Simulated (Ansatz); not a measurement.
# MgB under changes of volume

One of the cells (12.133 Å³/atom); the others are scaled copies at fixed shape and fractional positions:

```
CELL_PARAMETERS angstrom
2.89515 0.00000 0.00000
0.00000 2.89515 0.00000
0.00000 0.00000 2.89515
ATOMIC_POSITIONS crystal
Mg 0.00000 0.00000 0.00000
B 0.50000 0.50000 0.50000
```

The cell was built by a generator and needn't be a form met in nature.

| Property | Result |
| --- | --- |
| Program | Ansatz 0.2.0 |
| Functional | PBE |
| Potentials or basis | Ansatz PAW |
| Cutoff | 420 eV (not typed: the program's choice for these potentials) |
| k mesh | 9 × 9 × 9 |
| Occupations | fermi-dirac, width 0.05 eV |
| Spin | no spin polarisation |

```tsv
volume (Å³/atom)	energy over the lowest point (meV/atom)	pressure (GPa)
11.405	13.27	6.0
11.648	5.91	3.8
11.891	1.59	1.9
12.133	0.00	0.2
12.376	0.89	-1.4
12.619	4.05	-2.9
12.861	?	?
```

What does the run at 12.861 Å³/atom give?

Energy over the lowest point 9.40 meV/atom; pressure -4.2 GPa.

Worked out: A Birch-Murnaghan fit of order 3 (a polynomial in V^(-2/3)) to the other rows has its minimum at 12.16 Å³/atom with B0 = V·E''(V) = 81 GPa and B' = 3.8. It gives 9.23 meV/atom at 12.861 Å³/atom, against the run's 9.40, and -dE/dV = -4.1 GPa, against -4.2.

Energies are extrapolated to zero smearing.
